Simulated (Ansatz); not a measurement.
What does this script print? It uses the Ansatz DFT code, driven from Python.

Script `bend_bh5o2sn.py`:
```python
"""Bending curve of BH5O2Sn."""

from dataclasses import dataclass

import ansatz as az
from ase import Atoms


@dataclass(frozen=True)
class RunConfig:
    basis: str = "def2-SVP"
    functional: str = "B3LYP"
    dispersion: str = "d3bj"
    fmax: float = 0.02


settings = RunConfig()


def main() -> None:
    atoms = Atoms(["O", "B", "Sn", "O", "H", "H", "H", "H", "H"], positions=[
        (-1.0199, 1.4918, -1.0066),
        (0.1836, 1.219, -0.3452),
        (0.5316, -0.8349, 0.3746),
        (-0.7597, -1.3216, 1.6976),
        (-0.8855, 1.3537, -1.9937),
        (1.0007, 2.0792, -0.1865),
        (0.5439, -1.9477, -0.9576),
        (2.1759, -0.888, 1.1472),
        (-1.6821, -1.1978, 1.2531),
    ])

    # start the scan from a relaxed geometry
    first = (
        az.Crystal.molecule_from_ase(atoms).calculation()
        .basis(gaussian=settings.basis)
        .functional(settings.functional, dispersion=settings.dispersion)
        .scf(lower_state_search="standard")
        .relax(force_tolerance=settings.fmax, max_steps=80)
    )
    atoms.positions = first.run(threads=1).report["positions_ang"]

    rows = []
    for angle in [90, 100, 110, 120, 135, 150, 165, 179]:
        bent = atoms.copy()
        bent.set_angle(1, 0, 4, angle, indices=[4])
        calculation = (
            az.Crystal.molecule_from_ase(bent).calculation()
            .basis(gaussian=settings.basis)
            .functional(settings.functional, dispersion=settings.dispersion)
            .scf(lower_state_search="standard")
        )
        rows.append((angle, calculation.run(threads=1).report["free_energy_ev"]))
    floor = min(e for _, e in rows)
    for angle, e in rows:
        print(f"angle B1-O0-H4 = {angle:3d} deg   {1000 * (e - floor):9.1f} meV")


if __name__ == "__main__":
    main()
```

```console
$ python bend_bh5o2sn.py
angle B1-O0-H4 =  90 deg       353.7 meV
angle B1-O0-H4 = 100 deg       109.9 meV
angle B1-O0-H4 = 110 deg         0.0 meV
angle B1-O0-H4 = 120 deg         4.3 meV
angle B1-O0-H4 = 135 deg       162.4 meV
angle B1-O0-H4 = 150 deg       402.7 meV
angle B1-O0-H4 = 165 deg       615.5 meV
angle B1-O0-H4 = 179 deg       712.4 meV
```

Caveats:
- The settings weren't tested for convergence.
- The scan is rigid, and the energies are electronic, in a modest basis. The zero is the lowest point of the grid, which needn't be the minimum.
- def2 sets replace the cores of elements past krypton by effective core potentials.
- b3lyp holds the VWN-RPA fit, as in Gaussian; the form of ORCA and Turbomole is b3lyp5.
- Finished in 2.2 min on 1 thread of Arm Neoverse V1, with other jobs on the host, peak memory 0.27 GiB.
